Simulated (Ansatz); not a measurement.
# Mo (bcc type): the cost of one run

Program: Ansatz 0.2.0. Level of theory: DFT LDA, with the methods named in each step. These are calculated values, not measurements.

### Step 1. The system as given

It takes space group Im-3m (No. 229, cubic). Conventional cell: a = 3.112 Å, b = 3.112 Å, c = 3.112 Å, α = 90.00°, β = 90.00°, γ = 90.00°. Mo (site symmetry m-3m) is surrounded by 8 Mo at 2.69 Å.

Structure file:

```
CELL_PARAMETERS angstrom
0.00000 3.11173 -3.11173
-3.11173 0.00000 3.11173
1.55587 1.55587 1.55587
ATOMIC_POSITIONS crystal
Mo 0.00000 0.00000 0.00000
Mo 0.33333 0.66667 0.33333
Mo 0.66667 0.33333 0.66667
```

Atoms are numbered in the order of the input: Mo1, Mo2, Mo3.

### Step 2. Bulk in the slab's orientation, LAPW

File input.yaml:

```yaml
crystal:
  lattice:
    - [0.0, 3.1117341707, -3.1117341707]
    - [-3.1117341707, 0.0, 3.1117341707]
    - [1.5558670854, 1.5558670854, 1.5558670854]
  atoms:
    - { symbol: Mo, position: [0.0, 0.0, 0.0] }
    - { symbol: Mo, position: [0.333333333, 0.666666667, 0.333333333] }
    - { symbol: Mo, position: [0.666666667, 0.333333333, 0.666666667] }
kpoints:
  mp_grid: { grid: [9, 9, 12] }
scf:
  occupations: { method: fermi_dirac, width: 0.1 }
hamiltonian:
  xc: lda
  pseudopotentials: { kind: all_electron, lapw: { basis_error: 0.001 } }
output:
  forces: true
  stress: true
  eigenvalues: true
```

On the command line:

```sh
> ansatz run input.yaml --threads 2 --pin off --max-ram 4096MiB --backend cpu --events-out ev --progress --plain --runs-dir out
```

What time and memory should one allow on 2 threads of Intel Xeon Platinum 8375C at 2.90GHz (Ice Lake), shared host?

About 34 s, with a peak of 0.78 GiB.
